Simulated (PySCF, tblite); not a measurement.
# C₅H₁₁BrGeSi: geometry, infrared bands and NMR shifts

Wanted: the infrared bands and NMR shifts of C₅H₁₁BrGeSi (`BrC1=[CH][GeH2][CH2]C[SiH2]C1`), by calculation.

Computed with tblite 0.8.0 and PySCF 2.14.0, with density-fitted response routines of our own, on a single molecule in the gas phase. Atoms are numbered from 0 throughout.

**1. Starting geometry**

19 atoms, charge 0, multiplicity 1; geometry from: force field or distance geometry start.

Bonds of the start (Å): Br0–C1 1.90, C1–C2 1.36, C2–Ge3 1.91, Ge3–C4 1.98, C4–C5 1.53, C5–Si6 1.86, Si6–C7 1.87, C7–C1 1.47, C2–H8 1.09, Ge3–H9 1.54, Ge3–H10 1.55, C4–H11 1.11, C4–H12 1.09, C5–H13 1.11, C5–H14 1.11, Si6–H15 1.46, Si6–H16 1.47, C7–H17 1.13, C7–H18 1.12.

**2. Relaxing the molecule with GFN2-xTB**

The job: settings as JSON, then the geometry in Å.

```
{"job": {"kind": "relax", "xc": "GFN2-xTB", "basis": "xTB"}, "charge": 0, "multiplicity": 1}
Br    -2.489300     2.699000     0.946500
C     -1.169500     1.540700     0.210700
C      0.108900     1.779500     0.621500
Ge     1.695800     0.843800     0.100200
C      1.543700    -1.091000     0.481800
C      0.501000    -1.581100    -0.522800
Si    -1.212800    -1.161800     0.062400
C     -1.649500     0.490900    -0.696600
H      0.220300     2.613400     1.307500
H      2.897900     1.435300     0.865400
H      1.880000     0.918700    -1.432600
H      1.208600    -1.207200     1.538100
H      2.469100    -1.624000     0.273900
H      0.620500    -2.646200    -0.792500
H      0.707300    -0.997800    -1.446300
H     -2.161000    -2.137400    -0.453700
H     -1.298400    -0.988200     1.515700
H     -1.134200     0.550600    -1.696900
H     -2.748100     0.572100    -0.889800
```

The run is started by

```
$ OMP_NUM_THREADS=1 python probes_run.py task.json out
```

One launch serves the whole session: the jobs run in the order shown.

**Question.** This job is followed by: GFN2-xTB harmonic vibrations, gas phase; GIAO PBE0/pcSseg-1 NMR shielding, non-relativistic, gas phase. What will the session give for the following? strongest single infrared mode (GFN2-xTB); zero-point energy (GFN2-xTB); ¹³C shifts against TMS (PBE0/pcSseg-1); ¹H shifts against TMS (PBE0/pcSseg-1, means over atoms taken as alike); ⁷⁹Br shifts against HBr (PBE0/pcSseg-1); ⁷³Ge shifts against GeMe4 (PBE0/pcSseg-1); ²⁹Si shifts against TMS (PBE0/pcSseg-1).

The runs gave:

| quantity | value |
| --- | --- |
| strongest single infrared mode (GFN2-xTB) | 1991 cm⁻¹, 456 km/mol |
| zero-point energy (GFN2-xTB) | 84.7 kcal/mol |
| ¹³C shifts against TMS (PBE0/pcSseg-1) | 163.7, 131.0, 31.5, 15.3, 13.2 ppm |
| ¹H shifts against TMS (PBE0/pcSseg-1, means over atoms taken as alike) | 6.35, 4.22, 4.21, 2.50, 1.41, 1.27 ppm |
| ⁷⁹Br shifts against HBr (PBE0/pcSseg-1) | 853 ppm |
| ⁷³Ge shifts against GeMe4 (PBE0/pcSseg-1) | -161 ppm |
| ²⁹Si shifts against TMS (PBE0/pcSseg-1) | -44.7 ppm |

Over 101 steps the energy fell by 0.502 eV; of the close pairs, Si6–C7 changed most, 1.870 to 1.922 Å. No mode is imaginary among the 51: a minimum at this level. The strongest single mode, at 1991 cm⁻¹, moves mainly H9. GFN2-xTB is a fitted tight-binding method: band positions and strengths are rough. Its intensities can rank the bands wrongly. C1 stands next to heavy halogen, whose spin-orbit shielding this run leaves out, so the computed shift lies too far downfield, most of all for carbon beside Br or I. H8 (hydrogen on an alkene CH) lies farthest downfield among hydrogen, at 6.35 ppm; olefinic region. At PBE0/pcSseg-1: Shielding is most anisotropic at Br0 (span 1711 ppm, paramagnetic term -1352 ppm). Spin-orbit coupling is left out, which matters for shieldings and couplings at and beside the heavy atoms.
